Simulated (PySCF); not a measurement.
# H11NSi4: the cost of one run

Computed with PySCF 2.14.0, with density-fitted response routines of our own, on a single molecule in the gas phase. Atoms are numbered from 0 throughout.

### Step 1. The starting structure

16 atoms, charge 0, multiplicity 1; geometry from: GFN2-xTB.

Bonds of the start (Å): Si0–N1 1.73, N1–Si2 1.75, Si2–Si3 2.32, Si2–Si4 2.32, Si0–H5 1.46, Si0–H6 1.46, Si0–H7 1.47, N1–H8 1.01, Si2–H9 1.48, Si3–H10 1.47, Si3–H11 1.47, Si3–H12 1.47, Si4–H13 1.47, Si4–H14 1.47, Si4–H15 1.47.

### Step 2. Excited states and response: wB97X-D/def2-SVPD

The job: settings as JSON, then the geometry in Å.

```
{"job": {"kind": "uv", "xc": "wB97X-D", "basis": "def2-SVPD", "nstates": 8, "ntriplets": 3}, "charge": 0, "multiplicity": 1}
Si     1.812151    -1.110958     1.037767
N      1.117832    -0.804135    -0.513213
Si    -0.303974     0.138710    -0.915348
Si    -2.210512    -0.884011    -0.066721
Si     0.089621     2.336156    -0.291613
H      1.986926     0.189440     1.683233
H      3.083915    -1.787651     0.788341
H      0.938402    -1.954525     1.865038
H      1.404132    -1.452546    -1.227449
H     -0.296662     0.025551    -2.394918
H     -2.241325    -0.881499     1.401167
H     -2.401694    -2.286437    -0.459746
H     -3.423380    -0.181212    -0.501405
H      1.306599     2.954967    -0.828174
H     -1.020937     3.181162    -0.750645
H      0.151307     2.525933     1.162273
```

Method: TDDFT wB97X-D/def2-SVPD, vertical, gas phase, core orbitals frozen in the response.

On the command line:

```
$ OMP_NUM_THREADS=1 python probes_run.py task.json out
```

This one command runs all jobs of the session in turn.

Q: Estimate the wall time and peak memory of this job on 1 thread of Arm Neoverse V1, shared host.

About 48 s, with a peak of 0.87 GiB.
